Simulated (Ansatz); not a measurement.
Set up this calculation in Ansatz 0.2.0, as the native input.

| Property | Result |
| --- | --- |
| Task | phonons |
| Functional | PBEsol |
| Potentials or basis | all-electron LAPW, scalar-relativistic |
| Cutoff | 159 eV (chosen from the basis error) |
| Basis error allowed | 0.002 eV/atom |
| k mesh | 6 × 6 × 6 |
| Occupations | fermi-dirac, width 0.05 eV |
| Spin | no spin polarisation |

Crystal: In3Se.

```
CELL_PARAMETERS angstrom
4.80376 0.00000 0.00000
0.00000 4.80376 0.00000
0.00000 0.00000 4.80376
ATOMIC_POSITIONS crystal
In 0.50000 0.50000 0.00000
In 0.50000 0.00000 0.50000
In 0.00000 0.50000 0.50000
Se 0.00000 0.00000 0.00000
```

The cell comes from a database or a generator and needn't be the stable form of this composition.

The input as run:

input.yaml

```yaml
crystal:
  lattice:
    - [4.803758, 0.0, 0.0]
    - [0.0, 4.803758, 0.0]
    - [0.0, 0.0, 4.803758]
  atoms:
    - { symbol: In, position: [0.5, 0.5, 0.0] }
    - { symbol: In, position: [0.5, 0.0, 0.5] }
    - { symbol: In, position: [0.0, 0.5, 0.5] }
    - { symbol: Se, position: [0.0, 0.0, 0.0] }
kpoints:
  mp_grid: { grid: [6, 6, 6] }
scf:
  occupations: { method: fermi_dirac, width: 0.05 }
hamiltonian:
  xc: pbesol
  pseudopotentials: { kind: all_electron, lapw: { basis_error: 0.002 } }
output: {}
phonons:
  method: fd
  supercell: [1, 1, 1]
```

Potentials or basis: all-electron LAPW, scalar-relativistic.

Launch:

```bash
$ ansatz run input.yaml --threads 2 --pin off --max-ram 8192MiB --backend cpu --events-out ev --progress --plain --runs-dir out
```

Results of the run:

The band gap on the k mesh is none (metal or under the smearing width), the highest phonon frequency at Γ is 85 cm⁻¹ and the most unstable mode is 35i cm⁻¹.

Caveat: a metal's response needs a denser mesh; some modes are imaginary.

Wall time 60 s on 2 threads of Arm Neoverse V1 (shared host), peak memory 0.59 GiB.
